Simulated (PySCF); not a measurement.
# TmOCl: other functionals and bases at one geometry

The task here is to estimate one member of a computed series from the others.

The runs use PySCF 2.14.0; several levels, as the steps say, no spin–orbit coupling.

1 further run of the same task is left out (for a known fault of the program).

### Starting geometry

3 atoms, charge 0, spin multiplicity 1.

Bond lengths: Tm1–O2 1.795 Å, Tm1–Cl3 2.479 Å. Angles: O2–Tm1–Cl3 116.6°.

As a file:

```
Tm    0.2286    0.0000   -0.3701
O     1.7289    0.0000    0.6145
Cl   -1.9145    0.0000    0.8755
```

Formal oxidation states: Tm +3. Each metal's 12 4f electrons lie in its core potential, so multiplicities, spins and levels count the valence alone. An earlier session relaxed this geometry at PBE0, Tm lcecp-1-SVP with ECP58, O def2-SVP, Cl def2-SVP (singlet, point group Cs).

At PBE0 on the finer grid: E = -573.900754 Eh, HOMO -7.00 eV, LUMO -2.73 eV, Mulliken charge on Tm1 +0.81 e, largest force component 0.005 eV/Å. 

Levels to run: HF; TPSS; PBE0, TZVP. Hardware: 2 threads of Arm Neoverse V2, shared host.

Set-up of the first run:

run.py (the lines that set the calculation) reads:

```python
mol = gto.M(atom='''
Tm     0.22856     0.00000    -0.37015
O      1.72890     0.00000     0.61450
Cl    -1.91449     0.00000     0.87546''',
    basis={'Tm': 'lcecp-1-SVP', 'O': 'def2-SVP', 'Cl': 'def2-SVP'},
    ecp={'Tm': 'lcecp-1-SVP'},
    charge=0, spin=0)
mf = scf.RHF(mol)
mf = mf.density_fit()  # fitting sets: Tm AutoAux, O def2-universal-JKFIT, Cl def2-universal-JKFIT
mf.conv_tol = 1e-08; mf.max_cycle = 55
mf.kernel(dm0)  # dm0: the density of the relaxed state
```

The run is started by

```bash
OMP_NUM_THREADS=2 python run.py
```

Among the steps run: HF; TPSS; PBE0, TZVP.

One of the session's tables, all rows but one given; the rest of the session is left out.

```
              level  HOMO (eV)  gap (eV)  charge on Tm1 (e)  dipole (D)  largest force component (eV/Å)
PBE0 (relaxed here)      -7.00      4.28               0.81        7.38                            0.00
                 HF          ?         ?                  ?           ?                               ?
               TPSS      -5.59      2.43               0.76        7.04                            0.81
         PBE0, TZVP      -6.99      4.28               1.23        7.61                            0.13
```

**Question.** Estimate the row for HF.

**Answer.** HOMO (eV): -10.47; gap (eV): 9.62; charge on Tm1 (e): 1.14; dipole (D): 8.66; largest force component (eV/Å): 0.63. In the column «HOMO (eV)» it is the lowest.

In one basis the HOMO–LUMO gap runs from 2.43 eV (TPSS) to 9.62 eV (HF). The largest leftover force, 0.81 eV/Å with TPSS, stands at a geometry relaxed at another level. With 4f in the core, its levels are missing from HOMO and gap, and its count is fixed, so no charge can pass from the ligands into it. Total energies of different levels can't be compared.
